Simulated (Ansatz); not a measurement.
**GaCO+ (triplet): the correlation ladder, cc-pVDZ**

One table from this session's results is given with a row withheld; the runs are named, their logs left out.

Program: Ansatz 0.2.0, Gaussian basis. Level of theory: cc-pVDZ, core rule «outside noble gas», up to 16 orbitals frozen. These are calculated values, not measurements.

To be run: UHF; CCSD(T) on ROHF; CCSD(T) on UHF; BCCD(T) on ROHF; CISD; CCSDT(Q) on ROHF; CCSDT(Q) on UHF.

29 further runs of the same task are left out: 4 for a known fault of the program, 11 that didn't finish, 14 set aside as unsound or not needed.

## What is computed

The geometry is a PBE0/def2-TZVP stationary point (not a proven minimum) of the parent state, kept for this charge and spin. No spin-orbit coupling is included. The filled d shell of Ga may be among the frozen orbitals whatever the setting's name suggests; the logs give the count.

3 atoms, charge 1, spin multiplicity 3.

Atoms are counted from 1 here; the program's logs count them from 0.

Bond lengths: Ga1–C2 1.839 Å, C2–O3 1.161 Å. Angles: Ga1–C2–O3 180.0°.

Coordinates:

```xyz
3
charge 1, multiplicity 3
Ga    0.0000    0.0000    1.6132
C     0.0000    0.0000   -0.2262
O     0.0000    0.0000   -1.3870
```

Set-up of the first run:

The input, in.yaml:

```yaml
crystal:
  periodic: [false, false, false]
  atoms:
    - {symbol: Ga, position_ang: [0.000000, 0.000000, 1.613200]}
    - {symbol: C, position_ang: [0.000000, 0.000000, -0.226200]}
    - {symbol: O, position_ang: [0.000000, 0.000000, -1.387000]}
basis:
  gaussian: {orbitals: cc-pVDZ}
total_charge: 1
magnetization: {spin_polarized: true, initial_magnetization: 2}
hamiltonian: {xc: hf}
output: {orbitals: {seedname: orbitals}}
```

Launch:

```
> ansatz run in.yaml --threads 1 --pin off --events-out ev --progress --plain --max-ram 2393MiB
```

Among the steps run: UHF; CCSD(T) on ROHF; CCSD(T) on UHF; BCCD(T) on ROHF; CISD; CCSDT(Q) on ROHF; CCSDT(Q) on UHF.

One table of the session follows, with a row left open; its other results are not shown here.

| method | from RCCSDT(Q) (kcal/mol) |
| --- | --- |
| ROHF | +216.54 |
| UHF | +214.78 |
| RMP2 | +13.37 |
| UMP2 | +13.56 |
| RCCSD | +10.15 |
| UCCSD | +9.67 |
| RCCSD(T) | +1.35 |
| UCCSD(T) | +1.01 |
| BCCD(T) | +1.34 |
| RCCSDT | +0.91 |
| UCCSDT | +0.53 |
| RCCSDT(Q) | 0 |
| UCCSDT(Q) | ? |

Estimate the missing values for UCCSDT(Q).

**Answer.** from RCCSDT(Q) (kcal/mol): -0.51. In the column «from RCCSDT(Q) (kcal/mol)» it is the lowest.

Not comparable, so not listed: CISD (they don't share determinant, frozen orbitals or solution with the rows shown, or repeat one).

To keep in mind: Restricted and unrestricted rows rest on different reference determinants; where their highest levels disagree by more than a few hundredths of an eV, they describe different states and don't form one ladder.
